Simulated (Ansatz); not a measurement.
# H2O with CH3I: superposition error and deformation, part 3 of 3

Ansatz 0.2.0, Gaussian basis.

## Step 24: revPBE-D4/def2-TZVPPD

The inputs:

free-a/in.yaml

```yaml
crystal:
  periodic: [false, false, false]
  atoms:
    - {symbol: O, position_ang: [0.311691, -0.255754, -2.029781]}
    - {symbol: H, position_ang: [0.392980, 0.508856, -2.603858]}
    - {symbol: H, position_ang: [-0.590208, -0.227536, -1.703313]}
basis:
  gaussian: {orbitals: "def2-TZVPPD.json"}
hamiltonian: {xc: {name: revPBE}, dispersion: d4}
```

free-b/in.yaml

```yaml
crystal:
  periodic: [false, false, false]
  atoms:
    - {symbol: C, position_ang: [0.197217, -0.035529, 1.317648]}
    - {symbol: I, position_ang: [-1.859712, 0.248749, 0.847871]}
    - {symbol: H, position_ang: [0.528519, 0.828413, 1.885321]}
    - {symbol: H, position_ang: [0.279068, -0.945251, 1.904267]}
    - {symbol: H, position_ang: [0.740544, -0.121947, 0.381847]}
basis:
  gaussian: {orbitals: "def2-TZVPPD.json"}
hamiltonian: {xc: {name: revPBE}, dispersion: d4}
```

One command serves all of them, each in its own folder.

On the command line:

```bash
$ ansatz run in.yaml --threads 4 --pin off --events-out ev --progress --plain --max-ram 9574MiB
```

Output in free-a, shortened:

```text
Functional definition: revPBE
  name "revPBE"
  cite "Zhang & Yang, Phys. Rev. Lett. 80, 890 (1998) doi:10.1103/PhysRevLett.80.890"
  cite "Perdew, Burke & Ernzerhof, Phys. Rev. Lett. 77, 3865 (1996) doi:10.1103/PhysRevLett.77.3865"
[...]
302 factors; their error is unknown
[...]
mean field -2080.13884327 eV, -76.4436925215 hartree, gradient 1.3e-5 eV, S^2 0.000000; 0 other end points of the search recorded, 0 dependent functions left out
reference -2080.13889257 eV, -76.4436943331 hartree; 5, 5 occupied and 69, 69 virtual orbitals, 302 factors
Total energy: -2080.16467140 eV, -76.4446416875 hartree
```

free-b printed, shortened:

```text
[... 4 set-up lines as earlier in the session ...]
[...]
765 factors; their error is unknown
[...]
mean field -9188.32503313 eV, -337.6647168970 hartree, gradient 3.9e-5 eV, S^2 0.000000; 0 other end points of the search recorded, 0 dependent functions left out
reference -9188.32509253 eV, -337.6647190799 hartree; 17, 17 occupied and 130, 130 virtual orbitals, 765 factors
Total energy: -9188.53047893 eV, -337.6722668909 hartree
```

They took 0.15 s (free-a), 0.65 s (free-b) on 4 threads of Arm Neoverse V2, shared host.

## Step 25: B97M-V/def2-TZVPPD

The same edit goes into each in.yaml of step 24 (free-a, free-b):

```diff
-hamiltonian: {xc: {name: revPBE}, dispersion: d4}
+hamiltonian: {xc: {name: B97M-V}}
```

Each run has its own folder and the same command.

On the command line:

```bash
$ ansatz run in.yaml --threads 4 --pin off --events-out ev --progress --plain --max-ram 9574MiB
```

Output in free-a, shortened:

```text
[... 5 set-up lines as earlier in the session ...]
  # Of w^i u^j: cxij and so on, Table III.
[...]
  gx(w, u) = cx00 + cx01*u + cx02*u^2 + (cx10 + cx11*u)*w
[...]
  gos(w, u) = cos00 + cos01*u + cos03*u^3 + cos10*w + cos32*w^3*u^2
[...]
      + integral(e_c_pw_mod_opposite_spin*gos(b97_w_opposite, b97_u_opposite)) + vv10(b, c)
302 factors; their error is unknown
[...]
mean field -2080.01555723 eV, -76.4391618430 hartree, gradient 6.6e-5 eV, S^2 0.000000; 0 other end points of the search recorded, 0 dependent functions left out
reference -2080.01561493 eV, -76.4391639636 hartree; 5, 5 occupied and 69, 69 virtual orbitals, 302 factors
Total energy: -2080.01561493 eV, -76.4391639636 hartree
```

free-b printed, shortened:

```text
[... 5 set-up lines as earlier in the session ...]
  # Of w^i u^j: cxij and so on, Table III.
[...]
  gx(w, u) = cx00 + cx01*u + cx02*u^2 + (cx10 + cx11*u)*w
[...]
  gos(w, u) = cos00 + cos01*u + cos03*u^3 + cos10*w + cos32*w^3*u^2
[...]
      + integral(e_c_pw_mod_opposite_spin*gos(b97_w_opposite, b97_u_opposite)) + vv10(b, c)
765 factors; their error is unknown
[...]
mean field -9187.05939102 eV, -337.6182054074 hartree, gradient 3.1e-5 eV, S^2 0.000000; 0 other end points of the search recorded, 0 dependent functions left out
reference -9187.05945625 eV, -337.6182078046 hartree; 17, 17 occupied and 130, 130 virtual orbitals, 765 factors
Total energy: -9187.05945625 eV, -337.6182078046 hartree
```

Times: 0.4 s (free-a), 2.8 s (free-b) on 4 threads of Arm Neoverse V2, shared host.

## Step 26: HSE06-D4/def2-TZVPPD

Each input of step 25 (free-a, free-b) changes in the same lines:

```diff
-hamiltonian: {xc: {name: B97M-V}}
+hamiltonian: {xc: hse06, dispersion: d4}
```

The same command starts each run, in its folder.

On the command line:

```bash
$ ansatz run in.yaml --threads 4 --pin off --events-out ev --progress --plain --max-ram 9574MiB
```

Log of free-a, shortened:

```text
[... 6 set-up lines as earlier in the session ...]
[...]
  # The whole range is PBE's own exchange, as in plane waves. The composition of these papers is wPBEh.
[...]
302 factors; their error is unknown
34 factors; integrals over basis functions are off by at most 5.2e-5 eV
[...]
mean field -2078.39960072 eV, -76.3797765366 hartree, gradient 9.0e-5 eV, S^2 0.000000; 0 other end points of the search recorded, 0 dependent functions left out
reference -2078.39963992 eV, -76.3797779770 hartree; 5, 5 occupied and 69, 69 virtual orbitals, 302 factors
Total energy: -2078.40346523 eV, -76.3799185546 hartree
```

Log of free-b, shortened:

```text
[... 6 set-up lines as earlier in the session ...]
[...]
810 factors; their error is unknown
69 factors; integrals over basis functions are off by at most 5.9e-5 eV
[...]
mean field -9186.33628247 eV, -337.5916316585 hartree, gradient 2.4e-5 eV, S^2 0.000000; 0 other end points of the search recorded, 0 dependent functions left out
reference -9186.33632092 eV, -337.5916330713 hartree; 17, 17 occupied and 130, 130 virtual orbitals, 810 factors
Total energy: -9186.38600269 eV, -337.5934588429 hartree
```

They took 0.2 s (free-a), 0.9 s (free-b) on 4 threads of Arm Neoverse V2, shared host.

## Step 27: CCSD(T)/def2-TZVPPD

The same edit goes into each in.yaml of step 26 (free-a, free-b):

```diff
-hamiltonian: {xc: hse06, dispersion: d4}
+correlation: {method: ccsd_t}
```

Each run has its own folder and the same command.

On the command line:

```bash
$ ansatz run in.yaml --threads 4 --pin off --events-out ev --progress --plain --max-ram 9574MiB
```

Output in free-a, shortened:

```text
[... 4 set-up lines as earlier in the session ...]
[...]
427 factors; integrals over basis functions are off by at most 1.1e-3 eV
[...]
mean field -2069.79991856 eV, -76.0637440465 hartree, gradient 1.2e-6 eV, S^2 0.000000; 0 other end points of the search recorded, 0 dependent functions left out
1 core orbitals not correlated: weight in the atoms' cores, before any rotation towards them, 1.000 or more for the frozen orbitals, at most 0.000 for the correlated occupied ones
reference -2069.79991856 eV, -76.0637440465 hartree; 4, 4 occupied and 69, 69 virtual orbitals, 427 factors
second order -7.16980339 eV of doubles, -0.00000000 eV of singles
cycle   1  -7.15172599 eV  change    1.8e-2 eV  update   4.7e-2
[...]
cycle   9  -7.31593130 eV  change    1.6e-6 eV  update   2.9e-6
perturbative correction -0.21983154 eV, -0.0080786601 hartree
Total energy: -2077.33568141 eV, -76.3406782230 hartree
```

Output in free-b, shortened:

```text
[... 4 set-up lines as earlier in the session ...]
[...]
1021 factors; integrals over basis functions are off by at most 8.4e-4 eV
[...]
mean field -9150.92124286 eV, -336.2901529579 hartree, gradient 2.0e-6 eV, S^2 0.000000; 0 other end points of the search recorded, 0 dependent functions left out
5 core orbitals not correlated: weight in the atoms' cores, before any rotation towards them, 1.000 or more for the frozen orbitals, at most 0.000 for the correlated occupied ones
reference -9150.92124286 eV, -336.2901529579 hartree; 12, 12 occupied and 130, 130 virtual orbitals, 1021 factors
second order -18.62708457 eV of doubles, -0.00000000 eV of singles
cycle   1  -17.78896364 eV  change    8.4e-1 eV  update   7.8e-2
[...]
cycle   8  -18.25878275 eV  change    5.8e-6 eV  update   1.8e-5
perturbative correction -0.48396113 eV, -0.0177852435 hartree
Total energy: -9169.66398674 eV, -336.9789360914 hartree
```

Wall times: 0.25 s (free-a), 10 s (free-b) on 4 threads of Arm Neoverse V2, shared host; peak memory 1.1 GiB.

## Step 28: The split

```tsv
method	interaction with counterpoise (kJ/mol)	without	superposition error	deformation	binding energy
PBE-D4	-15.94	-16.07	0.13	-0.16	-16.11
revPBE-D4	-13.23	-13.37	0.13	-0.21	-13.44
BLYP-D4	-13.51	-13.65	0.15	-0.27	-13.78
r2SCAN-D4	-15.01	-15.16	0.15	0.05	-14.96
B97M-V	-14.68	-14.86	0.17	0.36	-14.32
PBE0-D4	-15.17	-15.29	0.12	0.21	-14.97
B3LYP-D4	-14.13	-14.26	0.13	0.06	-14.07
HSE06-D4	-15.15	-15.27	0.12	0.19	-14.96
wB97X-V	-13.96	-14.08	0.12	0.29	-13.68
wB97M-V	-14.10	-14.25	0.15	0.28	-13.82
B2PLYP	-10.20	-11.22	1.02	0.14	-10.06
Hartree-Fock	-4.14	-4.24	0.09	0.67	-3.47
MP2	-12.40	-15.48	3.08	0.22	-12.18
CCSD	-10.48	-13.29	2.81	0.27	-10.21
CCSD(T)	-11.94	-15.08	3.14	0.14	-11.80
```

## Step 29: Summary of results

What follows sums up all 3 parts.

| quantity | value |
| --- | --- |
| interaction, CCSD(T) | -11.94 kJ/mol |
| superposition error | 3.14 kJ/mol |
| deformation | 0.14 kJ/mol |
| binding energy | -11.80 kJ/mol |

**Reading.** In this basis the superposition error is 3.14 kJ/mol for CCSD(T) and 0.14 kJ/mol on average for the plain functionals: correlated methods borrow far more, since they need many more functions to converge. Deformation takes back 1 % of the interaction. The free shapes are PBE0-D4 minima, so other methods can show a small negative deformation energy.
